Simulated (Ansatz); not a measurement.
This script makes vertical spin-state energies of C₂H₂Cl₂Ge, SMILES C#[C][GeH]([Cl])[Cl] with the Ansatz DFT code, driven from Python.

The script, `run_spin.py`:
```python
'''Vertical spin-state energies of C2H2Cl2Ge.'''

from dataclasses import dataclass

import ansatz as az
from ase import Atoms


@dataclass(frozen=True)
class Settings:
    basis_set: str = 'def2-TZVP'
    xc: str = 'cam_b3lyp'


opts = Settings()

atoms = Atoms(['C', 'C', 'Ge', 'Cl', 'Cl', 'H', 'H'], positions=[
    [-0.8256, -0.1854, 1.8864],
    [-0.3345, -0.0875, 0.7995],
    [0.4896, 0.0051, -0.9017],
    [-0.5895, -1.0553, -2.3535],
    [0.7171, 2.0674, -1.5068],
    [-1.3514, -0.1737, 2.8166],
    [1.9555, -0.6385, -0.7861],
])
mol = az.Crystal.molecule_from_ase(atoms)

setup = (
    mol.calculation()
    .basis(gaussian=opts.basis_set)
    .functional(opts.xc)  # exchange and correlation
)
found = {}
for unpaired in [0, 2, 4]:
    summary = setup.spin('collinear', total=unpaired).run().report
    s = unpaired / 2
    found[unpaired] = summary['free_energy_ev']
    print(f'2S+1 = {unpaired + 1}: E = {found[unpaired]:.5f} eV, <S^2> = {abs(summary["mean_field"]["state"]["spin_squared"]):.3f} (pure state {s * (s + 1):.2f})')
lowest = min(found, key=found.get)
for unpaired, e in found.items():
    print(f'multiplicity {unpaired + 1}: {23.060548 * (e - found[lowest]):.1f} kcal/mol above the lowest')
```

Which spin state is lowest at this geometry, and how far above lie the others?

In order: multiplicity 1 (+0.00 eV), multiplicity 3 (+5.28 eV) and multiplicity 5 (+10.60 eV), all at the one geometry.

The output:

```console
$ python run_spin.py
2S+1 = 1: E = -83674.83569 eV, <S^2> = 0.000 (pure state 0.00)
2S+1 = 3: E = -83669.56064 eV, <S^2> = 2.006 (pure state 2.00)
2S+1 = 5: E = -83664.23671 eV, <S^2> = 6.016 (pure state 6.00)
multiplicity 1: 0.0 kcal/mol above the lowest
multiplicity 3: 121.6 kcal/mol above the lowest
multiplicity 5: 244.4 kcal/mol above the lowest
```

Total energies depend on the basis set; only differences at equal settings carry meaning. The geometry is a force-field or estimated start, not a minimum of this method, and the basis set is short of its limit. All parts are taken at fixed geometry, without zero-point energy. The whole script took 2.7 min on 1 thread of Arm Neoverse V2, on a shared host, peak memory 1.3 GiB.

(Lines on the test bed's own set-up are left out of the output.)
